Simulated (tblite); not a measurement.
# C6H9O2: the cost of one run

Programs: tblite 0.8.0 and PySCF 2.14.0, with routines of our own; each step states its level. All values are computed. Atoms count from 0.

## 1. The starting structure

17 atoms, charge -1, multiplicity 1; geometry from: start built from the parent or by distance geometry.

## 2. Relaxing the molecule with GFN2-xTB

Job settings and geometry (Å):

```
{"job": {"kind": "relax", "xc": "GFN2-xTB", "basis": "xTB"}, "charge": -1, "multiplicity": 1}
C     -2.538300    -0.477100    -0.497500
C     -1.406300    -0.961000    -0.067200
C     -0.037700    -0.713000    -0.681200
C      0.919500     0.012600     0.242700
C      0.478000     1.406100     0.644500
C      2.254900    -0.018300    -0.492400
O      2.958900    -1.053100    -0.307200
O      2.535900     1.003300    -1.189400
H     -2.577700     0.169900    -1.363800
H     -3.497400    -0.699800     0.015700
H     -1.396800    -1.618300     0.824500
H      0.344800    -1.681300    -0.999800
H     -0.191500    -0.114300    -1.586500
H      1.044400    -0.584700     1.179200
H      0.235100     2.023800    -0.253500
H     -0.413800     1.391700     1.293300
H      1.274000     1.937700     1.185200
```

Launch:

```bash
> OMP_NUM_THREADS=1 python redox_run.py task.json out
```

This one command runs all jobs of the session in turn.

Q: Estimate the wall time of this first job on 1 thread of Arm Neoverse N1, shared host.

About 2.8 s.
